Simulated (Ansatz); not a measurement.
**CH5BSSi: a ladder of functionals and wavefunction methods**

An exercise on one series of results from a longer session: the logs are not shown, and one member is left open.

Program: Ansatz 0.2.0, Gaussian basis. Level of theory: functionals in def2-TZVPP, the program's frozen cores in correlated methods. These are calculated values, not measurements.

Plan: LDA (SPW92), PBE-D4, revPBE-D4, BLYP-D4, r2SCAN-D4, B97M-V, PBE0-D4, B3LYP-D4, r2SCANh-D4, r2SCAN0-D4, HSE06-D4, BHLYP-D4, CAM-B3LYP-D4, LC-ωPBE, ωB97X-V, ωB97M-V, B2PLYP, PBE-QIDH; CCSD(T)/def2-SVP; CCSD(T)/def2-TZVPP; MP2/def2-QZVPP; extrapolation to the limit; RPA on PBE.

### The geometry

The geometry comes from an earlier relaxation with PBE0-D4 in a triple-zeta def2 set; it is a stationary point, not always the lowest conformer.

SMILES `BC([SiH3])=S`, 9 atoms, charge 0, spin multiplicity 1.

Atoms are counted from 1 here; the program's logs count them from 0.

Bond lengths: B1–C2 1.540 Å, B1–H5 1.197 Å, B1–H6 1.197 Å, C2–Si3 1.865 Å, C2–S4 1.632 Å, Si3–H7 1.482 Å, Si3–H8 1.484 Å, Si3–H9 1.484 Å. Angles: C2–B1–H5 118.6°, C2–B1–H6 118.6°, H5–B1–H6 121.3°, B1–C2–Si3 146.7°, B1–C2–S4 82.7°, Si3–C2–S4 130.6°, C2–Si3–H7 110.5°, C2–Si3–H8 107.1°, C2–Si3–H9 107.2°, H7–Si3–H8 111.0°, H7–Si3–H9 111.0°, H8–Si3–H9 109.8°.

Set-up of the first run:

Input file in.yaml:

```yaml
crystal:
  periodic: [false, false, false]
  atoms:
    - {symbol: B, position_ang: [-0.814441, 1.185079, -0.965420]}
    - {symbol: C, position_ang: [0.073328, 0.052610, -0.417495]}
    - {symbol: Si, position_ang: [0.578927, -0.949210, 1.072189]}
    - {symbol: S, position_ang: [0.571675, -0.024947, -1.969228]}
    - {symbol: H, position_ang: [-0.438588, 2.315533, -0.848883]}
    - {symbol: H, position_ang: [-1.946000, 0.933397, -1.263685]}
    - {symbol: H, position_ang: [1.612329, -1.945814, 0.702589]}
    - {symbol: H, position_ang: [-0.644030, -1.615556, 1.585684]}
    - {symbol: H, position_ang: [1.095399, 0.002610, 2.087251]}
basis:
  gaussian: {orbitals: def2-TZVPP}
hamiltonian: {xc: lda}
output: {orbitals: {seedname: orbitals}}
```

The run is started by

```sh
ansatz run in.yaml --threads 2 --pin off --events-out ev --progress --plain --max-ram 4352MiB
```

Steps of the session up to this table: LDA; PBE-D4 (GGA); revPBE-D4 (GGA); BLYP-D4 (GGA); r2SCAN-D4 (meta-GGA); B97M-V (meta-GGA); PBE0-D4 (hybrid); B3LYP-D4 (hybrid); r2SCANh-D4 (hybrid); r2SCAN0-D4 (hybrid); HSE06-D4 (hybrid); BHLYP-D4 (hybrid); CAM-B3LYP-D4 (range-separated); LC-ωPBE (range-separated); ωB97X-V (range-separated); ωB97M-V (range-separated); B2PLYP (double hybrid); PBE-QIDH (double hybrid).

One table of the session follows, with a row left open; its other results are not shown here.

It belongs to the step «Frontier levels by functional». 

```
  functional  HOMO (eV)  LUMO (eV)  gap (eV)
 LDA (SPW92)      -6.46      -4.22      2.24
      PBE-D4      -6.32      -4.05      2.27
   revPBE-D4      -6.27      -3.99      2.28
     BLYP-D4      -6.15      -3.87      2.28
   r2SCAN-D4      -6.51      -3.96      2.54
      B97M-V      -6.60      -3.96      2.64
     PBE0-D4      -7.43      -3.16      4.28
    B3LYP-D4      -7.20      -3.31      3.89
  r2SCANh-D4      -6.93      -3.63      3.30
  r2SCAN0-D4      -7.56      -3.11      4.45
    HSE06-D4      -7.04      -3.54      3.50
    BHLYP-D4          ?          ?         ?
CAM-B3LYP-D4      -8.69      -1.96      6.73
     LC-ωPBE     -10.04      -0.92      9.12
     ωB97X-V      -9.69      -0.95      8.74
     ωB97M-V      -9.55      -1.00      8.55
```

**Question.** Estimate the row for BHLYP-D4.

Worked estimate for «HOMO (eV)». Against the share of exact exchange, BLYP-D4 (0, -6.15), B3LYP-D4 (0.2, -7.20) give a slope of -5.25 per unit share; at 0.5 the line stands at -8.77.

**Answer.** HOMO (eV): -8.39; LUMO (eV): -2.04; gap (eV): 6.36. In «HOMO (eV)» the line misses by -0.38.
